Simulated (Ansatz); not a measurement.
This script drives the Python package of Ansatz (0.2.0).

`bde_c3h2os.py`:
```python
import ansatz as az


def energy(molecule, charge=0, unpaired=0):
    calc = (
        molecule.calculation()
        .basis(gaussian="def2-TZVP")
        .functional("cam_b3lyp")
    )
    if charge:
        calc = calc.charge(charge)
    if unpaired:
        calc = calc.spin("collinear", total=unpaired)
    return calc.run(threads=1, backend="cpu").report["free_energy_ev"]

def without(molecule, index):
    rest = az.Crystal.molecule()
    for i, site in enumerate(molecule.cartesian_sites):
        if i != index:
            rest = rest.atom(site.symbol, site.position_ang)
    return rest

geometry = (
    az.Crystal.molecule()
    .atom("C", (-1.7623, -0.6863, 0.7329))
    .atom("C", (-0.7071, -0.1939, 0.8249))
    .atom("S", (0.8216, 0.4462, 0.979))
    .atom("C", (1.4324, 0.4702, -0.6964))
    .atom("O", (0.665, 0.0743, -1.6459))
    .atom("H", (-2.7921, -1.0257, 0.6157))
    .atom("H", (2.4037, 0.8471, -0.8559))
)

whole = energy(geometry, 0)
hydrogen = energy(az.Crystal.molecule().atom("H", (0, 0, 0)), 0, 1)
print(f"E(molecule) = {whole:.5f} eV, E(H) = {hydrogen:.5f} eV")
for index in [5, 6]:
    radical = energy(without(geometry, index), 0, 1)
    print(f"H{index}: homolysis {(radical + hydrogen - whole):.3f} eV")
```

It is started by `python bde_c3h2os.py`. How long does it take on 1 thread of Arm Neoverse V2, with other jobs on the host, and how much memory does it need?

It took about 62 s, with a peak of 0.68 GiB, for 4 runs of the engine.

Output of `python bde_c3h2os.py`:
```text
E(molecule) = -16023.14014 eV, E(H) = -13.57334 eV
H5: homolysis 6.123 eV
H6: homolysis 4.227 eV
```

Total energies depend on the basis set; only differences at equal settings carry meaning. The geometry is a force-field or estimated start, not a minimum of this method, and the basis set is short of its limit. All parts are taken at fixed geometry, without zero-point energy.

(Lines on the test bed's own set-up are left out of the output.)
